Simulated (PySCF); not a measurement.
# [GdCl2]+: other functionals and bases at one geometry

One table from this session's results is given with a row withheld; the runs are named, their logs left out.

The runs use PySCF 2.14.0; several levels, as the steps say, no spin–orbit coupling.

1 further run of the same task is left out (for a known fault of the program).

## Starting geometry

3 atoms, charge 1, spin multiplicity 1.

Bond lengths: Gd1–Cl2 2.396 Å, Gd1–Cl3 2.396 Å. Angles: Cl2–Gd1–Cl3 109.9°.

As a file:

| atom | x (Å) | y (Å) | z (Å) |
| --- | --- | --- | --- |
| Gd1 | 0.00000 | 0.00000 | -0.53034 |
| Cl2 | 1.96135 | 0.00000 | 0.84578 |
| Cl3 | -1.96135 | 0.00000 | 0.84578 |

Formal oxidation states: Gd +3. Each metal's 7 4f electrons lie in its core potential, so multiplicities, spins and levels count the valence alone. An earlier session relaxed this geometry at PBE0, Gd lcecp-1-SVP with ECP53, Cl def2-SVP (singlet, point group C2v).

At PBE0 on the finer grid: E = -955.604629 Eh, HOMO -13.76 eV, LUMO -8.02 eV, Mulliken charge on Gd1 +1.30 e, largest force component 0.007 eV/Å. 

Levels to run: BP86; HF; PBE0, TZVP. Hardware: 2 threads of AMD EPYC 7R43 (Zen 3), shared host.

The first run:

run.py (the lines that set the calculation)

```python
mol = gto.M(atom='''
Gd     0.00000     0.00000    -0.53034
Cl     1.96135     0.00000     0.84578
Cl    -1.96135     0.00000     0.84578''',
    basis={'Gd': 'lcecp-1-SVP', 'Cl': 'def2-SVP'},
    ecp={'Gd': 'lcecp-1-SVP'},
    charge=1, spin=0)
mf = dft.RKS(mol, xc='B88,P86')
mf.grids.atom_grid = (75, 302)  # f atoms: unpruned, at least (60, 302)
mf = mf.density_fit()  # fitting sets: Gd AutoAux, Cl def2-universal-JKFIT
mf.conv_tol = 1e-08; mf.max_cycle = 55
mf.kernel(dm0)  # dm0: the density of the relaxed state
```

Launch:

```
OMP_NUM_THREADS=2 python run.py
```

Among the steps run: BP86; HF; PBE0, TZVP.

One table of the session follows, with a row left open; its other results are not shown here.

```
              level  HOMO (eV)  gap (eV)  charge on Gd1 (e)  dipole (D)  largest force component (eV/Å)
PBE0 (relaxed here)     -13.76      5.74               1.30        6.56                            0.01
               BP86          ?         ?                  ?           ?                               ?
                 HF     -16.72     11.04               1.58        7.91                            0.61
         PBE0, TZVP     -13.69      5.79               1.59        6.45                            0.21
```

Estimate the missing values for BP86.

The run gave: HOMO (eV): -12.55; gap (eV): 3.91; charge on Gd1 (e): 1.19; dipole (D): 6.00; largest force component (eV/Å): 0.29. In the column «HOMO (eV)» it is the highest.

The dipole of a charged species depends on the origin, so these sizes hold for this origin alone.

In one basis the HOMO–LUMO gap runs from 3.91 eV (BP86) to 11.04 eV (HF). The largest leftover force, 0.61 eV/Å with HF, stands at a geometry relaxed at another level. With 4f in the core, its levels are missing from HOMO and gap, and its count is fixed, so no charge can pass from the ligands into it. Total energies of different levels can't be compared.
